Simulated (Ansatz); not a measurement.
# C₃H₆BF: up Jacob's ladder to CCSD(T)

One table from this session's results is given with a row withheld; the runs are named, their logs left out.

The runs use Ansatz 0.2.0, Gaussian basis; functionals in def2-TZVPP, the program's frozen cores in correlated methods.

Levels to be run: PBE-D4, r2SCAN-D4, PBE0-D4, B3LYP-D4, ωB97X-V, ωB97M-V, B2PLYP; CCSD(T)/def2-TZVPP; MP2/def2-QZVPP; extrapolation to the limit.

## Structure used throughout

The geometry comes from an earlier relaxation with PBE0-D4 in a triple-zeta def2 set; it is a stationary point, not always the lowest conformer.

SMILES `CC1CB1F`, 11 atoms, charge 0, spin multiplicity 1.

Atoms are counted from 1 here; the program's logs count them from 0.

Bond lengths: C1–C2 1.509 Å, C1–H6 1.093 Å, C1–H7 1.094 Å, C1–H8 1.094 Å, C2–C3 1.587 Å, C2–B4 1.513 Å, C2–H9 1.090 Å, C3–B4 1.511 Å, C3–H10 1.089 Å, C3–H11 1.086 Å, B4–F5 1.311 Å. Angles: C2–C1–H6 111.1°, C2–C1–H7 111.4°, C2–C1–H8 111.4°, H6–C1–H7 107.2°, H6–C1–H8 108.1°, H7–C1–H8 107.5°, C1–C2–C3 118.8°, C1–C2–B4 124.3°, C1–C2–H9 113.9°, C3–C2–B4 58.3°, C3–C2–H9 112.3°, B4–C2–H9 117.1°, C2–C3–B4 58.4°, C2–C3–H10 115.8°, C2–C3–H11 116.7°, B4–C3–H10 119.8°, B4–C3–H11 122.5°, H10–C3–H11 112.6° and more.

The first run:

The input, in.yaml:

```yaml
crystal:
  periodic: [false, false, false]
  atoms:
    - {symbol: C, position_ang: [-1.050143, 0.322046, 0.870866]}
    - {symbol: C, position_ang: [-0.283071, -0.420313, -0.196403]}
    - {symbol: C, position_ang: [1.300883, -0.327757, -0.202460]}
    - {symbol: B, position_ang: [0.470122, 0.248104, -1.325942]}
    - {symbol: F, position_ang: [0.437311, 0.924276, -2.448995]}
    - {symbol: H, position_ang: [-2.104944, 0.418894, 0.602520]}
    - {symbol: H, position_ang: [-0.658413, 1.333122, 1.012804]}
    - {symbol: H, position_ang: [-0.991370, -0.191839, 1.834965]}
    - {symbol: H, position_ang: [-0.638656, -1.435751, -0.368858]}
    - {symbol: H, position_ang: [1.740129, 0.336177, 0.539899]}
    - {symbol: H, position_ang: [1.843453, -1.263860, -0.297795]}
basis:
  gaussian: {orbitals: def2-TZVPP}
hamiltonian: {xc: pbe, dispersion: d4}
output: {forces: true, orbitals: {seedname: orbitals}}
```

Launch:

```console
$ ansatz run in.yaml --threads 4 --pin off --events-out ev --progress --plain --max-ram 10444MiB
```

Steps of the session up to this table: PBE-D4 (GGA); r2SCAN-D4 (meta-GGA); PBE0-D4 (hybrid); B3LYP-D4 (hybrid); ωB97X-V (range-separated); ωB97M-V (range-separated); B2PLYP (double hybrid); CCSD(T) in def2-TZVPP; MP2 in def2-QZVPP.

One of the session's tables, all rows but one given; the rest of the session is left out.

It belongs to the step «Atomisation energies». 

| method | atomisation energy (eV) |
| --- | --- |
| PBE-D4 | 47.988 |
| r2SCAN-D4 | 47.079 |
| PBE0-D4 | 47.252 |
| B3LYP-D4 | 46.799 |
| ωB97X-V | ? |
| ωB97M-V | 46.962 |
| B2PLYP | 46.404 |
| HF/def2-TZVPP | 35.372 |
| MP2/def2-TZVPP | 46.561 |
| CCSD/def2-TZVPP | 44.956 |
| CCSD(T)/def2-TZVPP | 45.579 |
| MP2/CBS | 47.566 |
| CCSD(T)/CBS | 46.584 |

**Question.** Estimate the row for ωB97X-V.

**Answer.** atomisation energy (eV): 46.835. In the column «atomisation energy (eV)» it lies between B3LYP-D4 (46.799) and ωB97M-V (46.962).
